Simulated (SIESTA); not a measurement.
Crystal: NiMoIrPdW.

```
Ni Mo Pd Ir W
1.0
     2.77085    0.00000    0.00000
    -1.38543    2.39963    0.00000
     0.00000    0.00000   22.01961
Ni Mo Pd Ir W
2 2 2 2 2
Direct
  0.33333 0.66667 0.85081
  0.66667 0.33333 0.14919
  0.66667 0.33333 0.76059
  0.33333 0.66667 0.23941
  0.33333 0.66667 0.05329
  0.66667 0.33333 0.94671
  0.33333 0.66667 0.65827
  0.66667 0.33333 0.34173
  0.33333 0.66667 0.44418
  0.66667 0.33333 0.55582
```

The cell was built by a generator and needn't be a form met in nature.

```yaml
Program: SIESTA 5.4.2
Task: single point
Functional: PBE
Potentials_or_basis: PseudoDojo 0.4 standard (PBE files)
Basis: DZP (energy shift 0.003 Ry; two zetas on semicore shells)
Grid_cutoff: 800 Ry
Energy_shift: 0.003 Ry
k_mesh: 11 × 11 × 2
Occupations: fermi-dirac, width 0.05 eV
Spin: collinear spin, ferromagnetic start
Starting_moments: "[1.0, 1.0, 1.0, 1.0, 0.0, 0.0, 0.6, 0.6, 0.0, 0.0] μB"
```

On this cell: pressure 2.0 GPa; largest force 0.170 eV/Å; net moment 0.00 μB per cell; band gap on the k mesh none (metal or under the smearing width).

The same run follows on a disturbed copy (atoms moved at random, drawn with an rms of 0.05 Å):

```
Ni Mo Pd Ir W
1.0
     2.77085    0.00000    0.00000
    -1.38543    2.39963    0.00000
     0.00000    0.00000   22.01961
Ni Mo Pd Ir W
2 2 2 2 2
Direct
  0.32188 0.65953 0.85059
  0.68572 0.33655 0.14812
  0.67177 0.33899 0.76159
  0.33982 0.67994 0.23854
  0.33130 0.65878 0.05321
  0.67193 0.34244 0.94662
  0.34614 0.65283 0.65767
  0.65203 0.32480 0.34365
  0.33163 0.65904 0.44565
  0.64787 0.31821 0.55449
```

What does the disturbed cell give?

The energy (extrapolated to zero smearing) moves by +7.5 meV/atom; pressure 1.9 GPa; largest force 0.826 eV/Å; net moment 0.00 μB per cell; band gap on the k mesh none (metal or under the smearing width).

Forces in eV/Å, atoms in the order of the input:
```
Ni   0.081  0.116  0.403
Ni  -0.155  0.024 -0.031
Mo   0.059 -0.200 -0.599
Mo   0.038 -0.188  0.502
Pd   0.047  0.045 -0.078
Pd  -0.016 -0.054 -0.049
Ir  -0.361  0.111  0.149
Ir   0.172  0.133 -0.454
W   -0.112  0.008 -0.631
W    0.247  0.006  0.788
```

Stress tensor (GPa, compression positive):
```
 2.43 -0.02 -0.20
-0.02  2.19  0.00
-0.20  0.00  1.16
```

Caveats: short orbitals over semicore shells can move pressures by several GPa; the valence orbitals were made in a potential fitted to the semicore shell under them, which widens gaps by tenths of an eV or more; the basis of atomic orbitals isn't converged, which shifts pressures, moduli and gaps.
